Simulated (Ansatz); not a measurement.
# Ni (fcc type): the cost of one run

Method: DFT PBE, with the methods named in each step, in Ansatz 0.2.0.

## (1) The starting structure

The structure is cubic, space group Fm-3m (No. 225). Conventional cell: a = 3.519 Å, b = 3.519 Å, c = 3.519 Å, α = 90.00°, β = 90.00°, γ = 90.00°. Ni (site symmetry m-3m) is surrounded by 12 Ni at 2.49 Å.

Structure file:

```cif
data_structure
_symmetry_space_group_name_H-M 'P 1'
_symmetry_Int_Tables_number 1
_cell_length_a 2.4886
_cell_length_b 2.4886
_cell_length_c 2.4886
_cell_angle_alpha 60.000
_cell_angle_beta 60.000
_cell_angle_gamma 60.000
_cell_volume 10.90
loop_
_atom_site_label
_atom_site_type_symbol
_atom_site_fract_x
_atom_site_fract_y
_atom_site_fract_z
_atom_site_occupancy
Ni1 Ni 0.00000 0.00000 0.00000 1
```

Elk's input and logs are in atomic units (hartree, bohr).

## (2) Bulk cell relaxed, PAW

The input, input.yaml:

```yaml
crystal:
  lattice:
    - [0.0, 1.7597012234, 1.7597012234]
    - [1.7597012234, 0.0, 1.7597012234]
    - [1.7597012234, 1.7597012234, 0.0]
  atoms:
    - { symbol: Ni, position: [0.0, 0.0, 0.0], spin: 1.0 }
magnetization:
  spin_polarized: true
kpoints:
  mp_grid: { grid: [21, 21, 21] }
scf:
  occupations: { method: fermi_dirac, width: 0.1 }
hamiltonian:
  xc: pbe
  pseudopotentials: { kind: paw }
output:
  forces: true
  stress: true
relax:
  f_tol: 0.005
  max_steps: 40
  cell: {}
```

Command:

```
$ ansatz run input.yaml --threads 2 --pin off --max-ram 4096MiB --backend cpu --events-out ev --progress --plain --runs-dir out
```

**Question.** How long does this run take on 2 threads of Arm Neoverse V1, shared host, and how much memory does it need?

About 14 s, with a peak of 0.35 GiB.
